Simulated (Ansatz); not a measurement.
Crystal: Hf2Pd2Se2Br2O3.

```
Hf Pd Se Br O
1.0
     5.75899    0.00000    0.00000
    -2.87949    4.98743    0.00000
     0.00000    0.00000    8.52547
Hf Pd Se Br O
2 2 2 2 3
Direct
  0.33333 0.66667 0.54201
  0.66667 0.33333 0.54201
  0.33333 0.66667 0.12880
  0.66667 0.33333 0.12880
  0.33333 0.66667 0.85572
  0.66667 0.33333 0.85572
  0.00000 0.00000 0.13895
  0.00000 0.00000 0.65384
  0.50000 0.00000 0.42963
  0.00000 0.50000 0.42963
  0.50000 0.50000 0.42963
```

The cell was built by a generator and needn't be a form met in nature.

Base run:

```yaml
Program: Ansatz 0.2.0
Functional: BLYP
Potentials_or_basis: Ansatz PAW
Cutoff: "420 eV (not typed: the program's choice for these potentials)"
k_mesh: 6 × 6 × 3
Occupations: fermi-dirac, width 0.05 eV
Spin: no spin polarisation
```

Its results: band gap on the k mesh none (metal or under the smearing width); pressure 3.3 GPa; largest force 0.270 eV/Å.

The run is repeated on the same cell with these changes: functional from BLYP to r2SCAN0; cutoff from 420 eV (not typed: the program's choice for these potentials) to 500 eV (not typed: the program's choice for these potentials); k mesh from 6 × 6 × 3 to 3 × 3 × 2. What comes out?

Band gap on the k mesh none (metal or under the smearing width); pressure -3.4 GPa; largest force 0.970 eV/Å.

Several settings changed at once, so the effect can't be laid on one alone.

Caveats: some runs use coarse meshes; the PAW data sets come from PBE, with cores solved anew for the run's functional, which leaves a small shift of forces and pressure; spin-orbit coupling is left out, which moves the levels of the heavy elements (some runs); the thresholds are loose for stress (some runs).
